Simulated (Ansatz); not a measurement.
# Tl: the cost of one run

Program: Ansatz 0.2.0. Level of theory: DFT LDA, scalar-relativistic. These are calculated values, not measurements.

### 1 The system as given

The structure is cubic, space group Im-3m (No. 229). Conventional cell: a = 3.882 Å, b = 3.882 Å, c = 3.882 Å, α = 90.00°, β = 90.00°, γ = 90.00°. Tl (site symmetry m-3m) is surrounded by 8 Tl at 3.36 Å.

Coordinates:

```cif
data_structure
_symmetry_space_group_name_H-M 'P 1'
_symmetry_Int_Tables_number 1
_cell_length_a 3.3619
_cell_length_b 3.3619
_cell_length_c 3.3619
_cell_angle_alpha 109.471
_cell_angle_beta 109.471
_cell_angle_gamma 109.471
_cell_volume 29.25
loop_
_atom_site_label
_atom_site_type_symbol
_atom_site_fract_x
_atom_site_fract_y
_atom_site_fract_z
_atom_site_occupancy
Tl1 Tl 0.00000 0.00000 0.00000 1
```

### 2 Volume × 0.94, LAPW

Input file input.yaml:

```yaml
crystal:
  lattice:
    - [-1.901376637, 1.901376637, 1.901376637]
    - [1.901376637, -1.901376637, 1.901376637]
    - [1.901376637, 1.901376637, -1.901376637]
  atoms:
    - { symbol: Tl, position: [0.0, 0.0, 0.0] }
kpoints:
  mp_grid: { grid: [13, 13, 13] }
  band_path:
    path:
      - [0.0, 0.0, 0.0]
      - [0.5, -0.5, 0.5]
      - [0.0, 0.0, 0.5]
      - [0.0, 0.0, 0.0]
      - [0.25, 0.25, 0.25]
      - [0.5, -0.5, 0.5]
      - [0.25, 0.25, 0.25]
      - [0.0, 0.0, 0.5]
    npoints: 5
scf:
  occupations: { method: fermi_dirac, width: 0.05 }
hamiltonian:
  xc: lda
  pseudopotentials: { kind: all_electron, lapw: { basis_error: 0.00025 } }
output:
  forces: true
  stress: true
  eigenvalues: true
```

Command:

```bash
ansatz run input.yaml --threads 1 --pin off --max-ram 3072MiB --backend cpu --events-out ev --progress --plain --runs-dir out
```

Q: Estimate wall time and peak memory on 1 thread of Arm Neoverse V2, shared host.

About 10 s, with a peak of 0.3 GiB.
